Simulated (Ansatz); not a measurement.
# Zr2: the cost of one run

Program: Ansatz 0.2.0, Gaussian basis. Level of theory: def2-TZVPP, core rule «outside noble gas», up to 8 orbitals frozen. These are calculated values, not measurements.

Plan: UHF; CCSD(T) on ROHF; CCSD(T) on UHF; CCSDT(Q) on ROHF; CCSDT(Q) on UHF; CASSCF and NEVPT2, 8 electrons in 12 orbitals.

4 further runs of the same task are left out: 1 for a known fault of the program, 3 set aside as unsound or not needed.

## 1. What is computed

The geometry is a PBE0/def2-TZVP stationary point (not a proven minimum) of the parent state, kept for this charge and spin. No spin-orbit coupling is included. Elements past krypton take def2 core potentials.

2 atoms, charge 0, spin multiplicity 7.

Atoms are counted from 1 here; the program's logs count them from 0.

Bond lengths: Zr1–Zr2 2.388 Å.

## 2. UHF

Contents of in.yaml:

```yaml
crystal:
  periodic: [false, false, false]
  atoms:
    - {symbol: Zr, position_ang: [0.000000, 0.000000, 0.000000]}
    - {symbol: Zr, position_ang: [0.000000, 0.000000, 2.387600]}
basis:
  gaussian: {orbitals: def2-TZVPP}
magnetization: {spin_polarized: true, initial_magnetization: 6}
hamiltonian: {xc: hf}
output: {orbitals: {seedname: orbitals}}
```

Command:

```bash
$ ansatz run in.yaml --threads 1 --pin off --events-out ev --progress --plain --max-ram 2816MiB --backend cpu
```

**Question.** How long does this run take on 1 thread of AMD EPYC 7R13, shared host, and how much memory does it need?

About 32 s, with a peak of 0.29 GiB.
